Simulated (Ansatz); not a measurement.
# EuMn2Sb2: how the settings move a single-point run

How sensitive is a single-point run of EuMn2Sb2 to its settings? A reference run comes first, then one run with altered input.

Program: Ansatz 0.2.0. Level of theory: reference: DFT PBE, scalar-relativistic, plane waves, PAW. These are calculated values, not measurements.

**1. The structure to begin with**

The structure is trigonal, space group P-3m1 (No. 164). Conventional cell: a = 4.525 Å, b = 4.525 Å, c = 7.535 Å, α = 90.00°, β = 90.00°, γ = 120.00°. Around Eu (site symmetry -3m) lie 6 Sb at 3.26 Å. Mn (site symmetry 3m) has 4 Sb at 2.75 to 2.77 Å in its first shell of neighbours. Sb (site symmetry 3m) has 4 Mn at 2.75 to 2.77 Å and 3 Eu at 3.26 Å in its first shell of neighbours.

Structure file:

```cif
data_structure
_symmetry_space_group_name_H-M 'P 1'
_symmetry_Int_Tables_number 1
_cell_length_a 7.5349
_cell_length_b 9.0502
_cell_length_c 9.0502
_cell_angle_alpha 120.000
_cell_angle_beta 90.000
_cell_angle_gamma 90.000
_cell_volume 534.47
loop_
_atom_site_label
_atom_site_type_symbol
_atom_site_fract_x
_atom_site_fract_y
_atom_site_fract_z
_atom_site_occupancy
Eu1 Eu 0.00000 0.50000 0.00000 1
Eu2 Eu 0.00000 0.00000 0.00000 1
Eu3 Eu 0.00000 0.50000 0.50000 1
Eu4 Eu 0.00000 0.00000 0.50000 1
Mn1 Mn 0.37357 0.16667 0.33333 1
Mn2 Mn 0.37357 0.66667 0.33333 1
Mn3 Mn 0.37357 0.16667 0.83333 1
Mn4 Mn 0.37357 0.66667 0.83333 1
Mn5 Mn 0.62643 0.33333 0.16667 1
Mn6 Mn 0.62643 0.83333 0.16667 1
Mn7 Mn 0.62643 0.33333 0.66667 1
Mn8 Mn 0.62643 0.83333 0.66667 1
Sb1 Sb 0.74142 0.16667 0.33333 1
Sb2 Sb 0.74142 0.66667 0.33333 1
Sb3 Sb 0.74142 0.16667 0.83333 1
Sb4 Sb 0.74142 0.66667 0.83333 1
Sb5 Sb 0.25858 0.33333 0.16667 1
Sb6 Sb 0.25858 0.83333 0.16667 1
Sb7 Sb 0.25858 0.33333 0.66667 1
Sb8 Sb 0.25858 0.83333 0.66667 1
```

**2. Reference**

input.yaml

```yaml
crystal:
  lattice:
    - [0.0, 0.0, -7.5348585013]
    - [4.5251010294, -7.837704881, 0.0]
    - [-9.050202049, -5.7e-09, 0.0]
  atoms:
    - { symbol: Eu, position: [0.0, 0.5, 0.0], spin: -7.36 }
    - { symbol: Eu, position: [0.0, 1.0, 0.0], spin: -7.36 }
    - { symbol: Eu, position: [0.0, 0.5, 0.5], spin: -7.36 }
    - { symbol: Eu, position: [0.0, 1.0, 0.5], spin: -7.36 }
    - { symbol: Mn, position: [0.3735744098, 0.1666666667, 0.3333333333], spin: 4.42 }
    - { symbol: Mn, position: [0.3735744098, 0.6666666667, 0.3333333333], spin: 4.42 }
    - { symbol: Mn, position: [0.3735744098, 0.1666666667, 0.8333333333], spin: 4.42 }
    - { symbol: Mn, position: [0.3735744098, 0.6666666667, 0.8333333333], spin: 4.42 }
    - { symbol: Mn, position: [0.6264255902, 0.3333333333, 0.1666666667], spin: 4.42 }
    - { symbol: Mn, position: [0.6264255902, 0.8333333333, 0.1666666667], spin: 4.42 }
    - { symbol: Mn, position: [0.6264255902, 0.3333333333, 0.6666666667], spin: 4.42 }
    - { symbol: Mn, position: [0.6264255902, 0.8333333333, 0.6666666667], spin: 4.42 }
    - { symbol: Sb, position: [0.7414181821, 0.1666666667, 0.3333333333] }
    - { symbol: Sb, position: [0.7414181821, 0.6666666667, 0.3333333333] }
    - { symbol: Sb, position: [0.7414181821, 0.1666666667, 0.8333333333] }
    - { symbol: Sb, position: [0.7414181821, 0.6666666667, 0.8333333333] }
    - { symbol: Sb, position: [0.2585818179, 0.3333333333, 0.1666666667] }
    - { symbol: Sb, position: [0.2585818179, 0.8333333333, 0.1666666667] }
    - { symbol: Sb, position: [0.2585818179, 0.3333333333, 0.6666666667] }
    - { symbol: Sb, position: [0.2585818179, 0.8333333333, 0.6666666667] }
basis:
  ecutwfc: 420
  xc_grid: 2
kpoints:
  mp_grid: { grid: [3, 3, 3], shift: [0.0, 0.0, 0.0] }
hamiltonian:
  xc: pbe
scf:
  occupations: { method: gaussian, width: 0.05 }
  lower_state_search: "off"
output:
  forces: true
  stress: true
  eigenvalues: true
  populations: true
  hubbard: { sites: [{ species: Eu, l: f }] }
magnetization:
  spin_polarized: true
```

Command:

```bash
> ansatz run input.yaml --threads 8 --pin off --max-ram 14336MiB --backend cpu --events-out ev --progress --plain --runs-dir out
```

**3. A further run, with the input changed**

Changes to input.yaml since step 2:

```diff
@@ -30,5 +30,6 @@
 kpoints:
-  mp_grid: { grid: [3, 3, 3], shift: [0.0, 0.0, 0.0] }
+  mp_grid: { grid: [3, 3, 3], shift: [0.5, 0.5, 0.5] }
 hamiltonian:
   xc: pbe
+  pseudopotentials: { kind: nc, accuracy: standard }
 scf:
@@ -38,6 +39,4 @@
   forces: true
+  eigenvalues: true
   stress: true
-  eigenvalues: true
-  populations: true
-  hubbard: { sites: [{ species: Eu, l: f }] }
 magnetization:
```

(Steps that only read results are left out.)

**Question.** What will these runs give? Wanted: for each run, ending; energy change.

As calculated:

```
                                                                                           run     ending  energy change  cycles    time
                                                                                     reference  converged              -      23    29 s
1: mp_grid.shift [0.5, 0.5, 0.5], pseudopotentials.kind nc, pseudopotentials.accuracy standard    refused              -       -  0.04 s
```

Times don't compare one to one where runs were asked for different outputs or read a saved state (see the inputs); cycles may leave out searches for a lower state.

Residual by cycle in the longest SCF loop of each run; runs are numbered as in the table. The quantity is the density residual dr2, in eV.

```
cycle  reference
    1       15.6
    3       1.04
    5      0.201
    7       1.31
    9      0.211
   11      0.216
   13     0.0808
   15     1.9e-4
   17    0.00106
   19     8.8e-5
   21     5.6e-6
   23     4.2e-8
```

**Reading.** With the changed k-point mesh and potentials the run ends refused. 1 of the 1 altered inputs did not end normally.
